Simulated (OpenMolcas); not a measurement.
**Fe³⁺ among point charges: CASSCF and CASPT2 levels and susceptibility**

Aim: the splitting of the states of Fe³⁺ in the field of 4 point charges, its lowest levels with spin-orbit coupling and its magnetic susceptibility.

The numbers are computed with OpenMolcas 26.06 (state-averaged CASSCF and CASPT2, spin-orbit coupling by RASSI with atomic mean-field integrals), except any that are marked as measured or tabulated.

**1. The system**

```
Species                           : Fe³⁺ (iron, Z = 26, 23 electrons)
Basis                             : ANO-RCC-VDZP [5s4p2d1f], 34 functions
Scalar Hamiltonian                : DKH2, point nucleus
Inactive shells                   : 1s 2s 2p 3s 3p
Active space                      : 5 electrons in 5 orbitals (3d)
Some configurations of this space : 3d5
Orbitals                          : optimised for each spin and parity, averaged over all roots
```

Outer shells as boxes (Hund's rule):

3d5
```
3d [↑ ][↑ ][↑ ][↑ ][↑ ]
```

The ion sits among 4 point charges of -0.8 e arranged as a square (D4h), 2.06 Å from the ion.

Each step is its own input file, run in one work folder so that later steps find the files of earlier ones. Labels, J, g values, rates, χT and fits are worked out afterwards by a script from the matrices that RASSI stores. The input lists half of the charges; inversion (Group=XYZ) makes the rest.

**2. GATEWAY and SEWARD: basis and integrals**

Contents of a.inp:

```
&GATEWAY
Coord
1

Fe 0.0 0.0 0.0
Basis=ANO-RCC-VDZP
Group=XYZ
NoMove
AngMom=0.0 0.0 0.0
AMFI
XField
2 Angstrom 0
2.060000 0.000000 0.000000 -0.800000
0.000000 2.060000 0.000000 -0.800000
&SEWARD
```

**3. Reference wave functions, sextets of even parity, 1 root**

Contents of a.inp:

```
&RASSCF
FileOrb=start.orb
Symmetry=1
Spin=6
nActEl=5 0 0
Inactive=3 6
Ras2=5 0
CIRoot=1 1 1
SDav=1
CIMx=300
Iter=120 100
PrWF=0.3
OrbListing=Nothing
MaxOrb=0
>>> COPY $Project.JobIph JOB001
```

start.orb holds the contracted functions of the basis, ordered by shell, or the orbitals of the step before.

**4. Reference wave functions, quartets of even parity, 24 roots**

Contents of a.inp:

```
&RASSCF
FileOrb=start.orb
Symmetry=1
Spin=4
nActEl=5 0 0
Inactive=3 6
Ras2=5 0
CIRoot=24 24 1
SDav=24
CIMx=300
Iter=120 100
PrWF=0.3
OrbListing=Nothing
MaxOrb=0
>>> COPY $Project.JobIph JOB002
```

**5. CASSCF: doublets of even parity, 75 roots**

Contents of a.inp:

```
&RASSCF
FileOrb=start.orb
Symmetry=1
Spin=2
nActEl=5 0 0
Inactive=3 6
Ras2=5 0
CIRoot=75 75 1
SDav=75
CIMx=300
Iter=120 100
PrWF=0.3
OrbListing=Nothing
MaxOrb=0
>>> COPY $Project.JobIph JOB003
```

**6. State interaction with spin-orbit coupling**

Contents of a.inp:

```
&RASSI
NrOfJobIphs=3 1 24 75
1
1 2 3 4 5 6 7 8 9 10 11 12 13 14 15 16 17 18 19 20 21 22 23 24
1 2 3 4 5 6 7 8 9 10 11 12 13 14 15 16 17 18 19 20 21 22 23 24 25 26 27
28 29 30 31 32 33 34 35 36 37 38 39 40 41 42 43 44 45 46 47 48 49 50 51
52 53 54 55 56 57 58 59 60 61 62 63 64 65 66 67 68 69 70 71 72 73 74 75
IphNames
JOB001
JOB002
JOB003
EJob
SpinOrbit
DIPRint=1.0
SOCoupling=1000.0
Subsets=2
Property=9
'ANGMOM' 1 'ANGMOM' 2 'ANGMOM' 3 'MLTPL  1' 1 'MLTPL  1' 2 'MLTPL  1' 3
'AMFI' 1 'AMFI' 2 'AMFI' 3
SOProperty=3
'ANGMOM' 1 'ANGMOM' 2 'ANGMOM' 3
```

**7. CASPT2: IPEA 0.25, imaginary shift 0.1 (closed shells correlated: 3s 3p)**

Contents of a.inp:

```
>>> COPY JOB001 $Project.JobIph
&CASPT2
Multistate=1 1
Frozen=2 3
IPEA=0.25
Imaginary=0.1
MaxIter=60
WThr=0.0 0.3 0.05
PrWF=0.5
NoMix
>>> COPY JOB002 $Project.JobIph
&CASPT2
Multistate=24 1 2 3 4 5 6 7 8 9 10 11 12 13 14 15 16 17 18 19 20 21 22
23 24
NoMult
Frozen=2 3
IPEA=0.25
Imaginary=0.1
MaxIter=60
WThr=0.0 0.3 0.05
PrWF=0.5
NoMix
>>> COPY JOB003 $Project.JobIph
&CASPT2
Multistate=75 1 2 3 4 5 6 7 8 9 10 11 12 13 14 15 16 17 18 19 20 21 22
23 24 25 26 27 28 29 30 31 32 33 34 35 36 37 38 39 40 41 42 43 44 45 46
47 48 49 50 51 52 53 54 55 56 57 58 59 60 61 62 63 64 65 66 67 68 69 70
71 72 73 74 75
NoMult
Frozen=2 3
IPEA=0.25
Imaginary=0.1
MaxIter=60
WThr=0.0 0.3 0.05
PrWF=0.5
NoMix
```

(Steps that only read results are left out.)

Q: Predict the outcome of this session. Wanted: spin-free ground state; lowest level; next level.

The runs gave:

| quantity | value |
| --- | --- |
| method | SS-CASPT2, IPEA 0.25, imaginary shift 0.1 (closed shells correlated: 3s 3p) |
| spin-free ground state | 6A1, 1-fold in its orbital part |
| lowest level | 2-fold E1/2, g = 2.00, 6.01, 6.01 |
| next level | 0.1 cm⁻¹ |
| χT at 300 K | 4.39 cm³ K/mol |
| effective moment at 300 K | 5.92 μB |

Cost by method:

```
                                              method  time of its own steps  time with the reference
                                           A. CASSCF                   23 s                     23 s
B. SS-CASPT2, IPEA 0.25, imaginary shift 0.1, +3s 3p                  5.9 s                     29 s
```

Times are of one thread on a shared host.

In words: The spin-free ground state (6A1) comes to 100 % from free-ion S terms and keeps the highest spin of the shell. χT at 300 K is 4.39, against 4.39 cm³ K/mol for the spin alone, as a half-filled shell (L = 0) has no orbital moment. An active space of the d shell alone favours high spin; real ions in strong fields can be low spin. CASPT2 does not keep the components of a term degenerate, and the means are used. The field of point charges can differ much from that of real complexes. With metal d orbitals alone active, the gaps between spin states are rough; where two lie within a few thousand cm-1, their order is open. Point charges carry no covalency, so the field is a model and not that of real ligands.
